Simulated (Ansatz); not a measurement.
**BiTe: a trigonal deformation path**

One table from this session's results is given with a row withheld; the runs are named, their logs left out.

Computed with Ansatz 0.2.0 (DFT r2SCAN, scalar-relativistic, plane waves, PAW, unless a step's input says otherwise).

**The structure to begin with**

It takes space group Fm-3m (No. 225, cubic). The conventional cell has a = 6.470 Å, b = 6.470 Å, c = 6.470 Å, α = 90.00°, β = 90.00°, γ = 90.00°. Bi (site symmetry m-3m) is surrounded by 6 Te at 3.23 Å. Around Te (site symmetry m-3m) lie 6 Bi at 3.23 Å.

Structure file:

```xyz
2
Lattice="0.0000 3.2350 3.2350 3.2350 0.0000 3.2350 3.2350 3.2350 0.0000" Properties=species:S:1:pos:R:3 pbc="T T T"
Bi    0.0000    0.0000    0.0000
Te    3.2350    3.2350    3.2350
```

The cell is taken as given, not relaxed at this level.

**The reference cell**

The reference gives a free energy of -19405.9935 eV, pressure -0.01 GPa, largest force 0.000 eV/Å and gap on the mesh none (metal). It was computed beforehand with the settings of the runs below.

The first run:

At fixed volume and fractional coordinates, lengths along (0.577, 0.577, 0.577) are scaled against those across it; ρ is that ratio over its starting value.

input.yaml reads:

```yaml
crystal:
  lattice:
    - [-1.3586148655, 2.7172297309, 2.7172297309]
    - [2.7172297309, -1.3586148655, 2.7172297309]
    - [2.7172297309, 2.7172297309, -1.3586148655]
  atoms:
    - { symbol: Bi, position: [0.0, 0.0, 0.0] }
    - { symbol: Te, position: [0.5, 0.5, 0.5] }
basis:
  ecutwfc: 500
kpoints:
  mp_grid: { grid: [14, 14, 14] }
hamiltonian:
  xc: r2scan
scf:
  occupations: { method: gaussian, width: 0.15 }
output:
  forces: true
  stress: true
  eigenvalues: true
```

The run is started by

```
> ansatz run input.yaml --threads 1 --pin off --max-ram 2560MiB --backend cpu --events-out ev --progress --plain --runs-dir out
```

Among the steps run: Point ρ = 0.500; Point ρ = 2.000; At ρ = 0.710; Point ρ = 1.410; Point ρ = 0.600; ρ = 0.850; At ρ = 1.200; Point ρ = 1.700; At ρ = 0.930; Point ρ = 1.080.

One table of the session follows, with a row left open; its other results are not shown here.

| ρ | ΔE (meV/atom) | pressure (GPa) |
| --- | --- | --- |
| 0.500 | 244.2 | -5.5 |
| 0.600 | ? | ? |
| 0.710 | 56.5 | -2.7 |
| 0.850 | -2.5 | -0.8 |
| 0.930 | 0.0 | -0.2 |
| 1.000 | 0.0 | 0.0 |
| 1.080 | 0.7 | -0.2 |
| 1.200 | 3.0 | -1.0 |
| 1.410 | 80.6 | -2.7 |
| 1.700 | 338.0 | -4.3 |
| 2.000 | 481.4 | -4.7 |

Q: Estimate the row for ρ = 0.600 from the others.

Worked estimate for «ΔE (meV/atom)». A straight line through the neighbours (0.500, 244.2) and (0.710, 56.5) gives 244.2 + (56.5 − 244.2) × (0.600 − 0.500) / (0.710 − 0.500) = 154.8; a parabola fitted to 3 rows on both sides gives 140.0.

**Answer.** ΔE (meV/atom): 190.4; pressure (GPa): -4.4. In «ΔE (meV/atom)» the line misses by -35.6 and the parabola by -50.4.
